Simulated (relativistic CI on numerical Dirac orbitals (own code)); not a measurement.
# Cl: one ion under different settings

Aim: see what numerical and physical settings do to the SCF, the total energy and the lowest levels of Cl.

Method: Dirac-Coulomb-Breit CI, KLI orbitals optimised for each configuration, model QED (radiative potential, 1s self-energy scaled to tabulated hydrogen-like ionisation energies), numerical settings as typed. Code: relativistic CI on numerical Dirac orbitals (own code) version 3.

## Step 1: The atom as given

```
ion            : Cl (Cl I)
nuclear charge : 17
electrons      : 17
isotope        : A = 35
```

## Step 2: Usual settings

Settings, as recorded:

```ini
atom Cl  Z=17  charge=0  electrons=17
nucleus A=35  rms_radius_fm=3.3654
hamiltonian dirac-coulomb  breit=on  qed=on  c_scale=1
orbitals kli  potential=per-configuration
slater_scale 1
correlation none
mixing on
grid step=0.0125 r_max=102.8
scf mixing=0.4 start=green max_iterations=150 tolerance=2e-08 node_fill=0.05
configurations
  [Ne] 3s2 3p5
end
```

The run is started by

```sh
> python run_levels.py task.json out
```

The settings of every run stand in task.json; they run in order.

## Step 3: End of the grid 51.4, QED terms off

Settings, as recorded:

```ini
atom Cl  Z=17  charge=0  electrons=17
nucleus A=35  rms_radius_fm=3.3654
hamiltonian dirac-coulomb  breit=on  qed=off  c_scale=1
orbitals kli  potential=per-configuration
slater_scale 1
correlation none
mixing on
grid step=0.0125 r_max=51.4
scf mixing=0.4 start=green max_iterations=150 tolerance=2e-08 node_fill=0.05
configurations
  [Ne] 3s2 3p5
end
```

## Step 4: Node fill 0.01, nuclear radius 3.0289

Settings, as recorded:

```ini
atom Cl  Z=17  charge=0  electrons=17
nucleus A=35  rms_radius_fm=3.0289
hamiltonian dirac-coulomb  breit=on  qed=on  c_scale=1
orbitals kli  potential=per-configuration
slater_scale 1
correlation none
mixing on
grid step=0.0125 r_max=102.8
scf mixing=0.4 start=green max_iterations=150 tolerance=2e-08 node_fill=0.01
configurations
  [Ne] 3s2 3p5
end
```

## Step 5: Potential mixing 0.05

Settings, as recorded:

```ini
atom Cl  Z=17  charge=0  electrons=17
nucleus A=35  rms_radius_fm=3.3654
hamiltonian dirac-coulomb  breit=on  qed=on  c_scale=1
orbitals kli  potential=per-configuration
slater_scale 1
correlation none
mixing on
grid step=0.0125 r_max=102.8
scf mixing=0.05 start=green max_iterations=150 tolerance=2e-08 node_fill=0.05
configurations
  [Ne] 3s2 3p5
end
```

## Step 6: Slater scale 1.2

Settings, as recorded:

```ini
atom Cl  Z=17  charge=0  electrons=17
nucleus A=35  rms_radius_fm=3.3654
hamiltonian dirac-coulomb  breit=on  qed=on  c_scale=1
orbitals kli  potential=per-configuration
slater_scale 1.2
correlation none
mixing on
grid step=0.0125 r_max=102.8
scf mixing=0.4 start=green max_iterations=150 tolerance=2e-08 node_fill=0.05
configurations
  [Ne] 3s2 3p5
end
```

## Step 7: Slater scale 2

Settings, as recorded:

```ini
atom Cl  Z=17  charge=0  electrons=17
nucleus A=35  rms_radius_fm=3.3654
hamiltonian dirac-coulomb  breit=on  qed=on  c_scale=1
orbitals kli  potential=per-configuration
slater_scale 2
correlation none
mixing on
grid step=0.0125 r_max=102.8
scf mixing=0.4 start=green max_iterations=82 tolerance=2e-08 node_fill=0.05
configurations
  [Ne] 3s2 3p5
end
```

(Steps that only read results are left out.)

Q: Predict the outcome of this session. Wanted: lowest level, usual settings; total energy; first excitation.

**Answer**, as computed:

| setting | total energy less usual (Ha) | largest shift of a level among the lowest eight of both runs, same label and place (cm⁻¹) | SCF iterations | time | lowest level | kind of change |
| --- | --- | --- | --- | --- | --- | --- |
| usual | 0 | 0 | 10 | 0.08 s | 3p5 2P°3/2 | - |
| end of the grid 51.4, QED terms off | -0.0712 | 2.39 | 10 | 0.031 s | 3p5 2P°3/2 | model term |
| node fill 0.01, nuclear radius 3.0289 | 0.000319 | 7.39 | 10 | 0.082 s | 3p5 2P°3/2 | unphysical constant |
| potential mixing 0.05 | 0 | 0 | 13 | 0.082 s | 3p5 2P°3/2 | numerical |
| Slater scale 1.2 | -7.79e-06 | 5.13 | 10 | 0.077 s | 3p5 2P°3/2 | model term |
| Slater scale 2 | -3.9e-05 | 25.7 | 10 | 0.078 s | 3p5 2P°3/2 | unsound |

```
                    quantity         value
lowest level, usual settings    3p5 2P°3/2
                total energy  -460.7539 Ha
            first excitation    896.2 cm⁻¹
```

**Reading.** Among the runs whose levels can be followed, they move most under «Slater scale 2» (unsound), by up to 25.7 cm⁻¹. No visible change in the result comes from «potential mixing 0.05». Only the listed configurations are in the model. Near neutrality, missing correlation can shift configurations against each other by thousands of cm⁻¹.
